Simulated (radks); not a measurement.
**Fractional charge and spin in the 3s shell of argon**

The task here is to estimate one member of a computed series from the others.

The numbers are computed with radks (a radial shooting solver on a logarithmic mesh, Libxc functionals) version 1 (scalar-relativistic Kohn-Sham, LDA (Slater exchange, Perdew-Wang correlation), spin-polarised, spherical densities, finite nucleus), except any that are marked as measured or tabulated.

## What is computed

- element: argon (Z = 18)
- configuration: [Ne] 3p(up 2.5, down 2.5) 3s(up 1, down 1)
- nuclear rms radius: 3.4274 fm

A shell typed twice in an input gives spin up, then spin down.

The first run:

Settings of this run:

```text
Z 18
configuration [Ne] 3p2.5 3p2.5 3s1 3s1
relativity scalar-relativistic
functional lda,pw
spin polarised
nucleus finite rms 3.4274 fm
c 137.035999084
```

Steps of the session up to this table: 3s: up 1, down 1.

One table of the session follows, with a row left open; its other results are not shown here.

It belongs to the step «3s: up 1, down 1». From the orbitals of this run (lengths in bohr):

| level | <r> | outermost maximum (interpolated) | 90 % within | nodes |
| --- | --- | --- | --- | --- |
| 1s | ? | ? | ? | ? |
| 2s | 0.4155 | 0.339 | 0.649 | 1 |
| 2p | 0.3772 | 0.281 | 0.625 | 0 |
| 3s | 1.370 | 1.16 | 2.07 | 2 |
| 3p | 1.553 | 1.26 | 2.42 | 1 |

**Question.** Estimate the row for 1s.

**Answer.** <r>: 0.08594; outermost maximum (interpolated): 0.0562; 90 % within: 0.153; nodes: 0. In the column «<r>» it is the lowest.
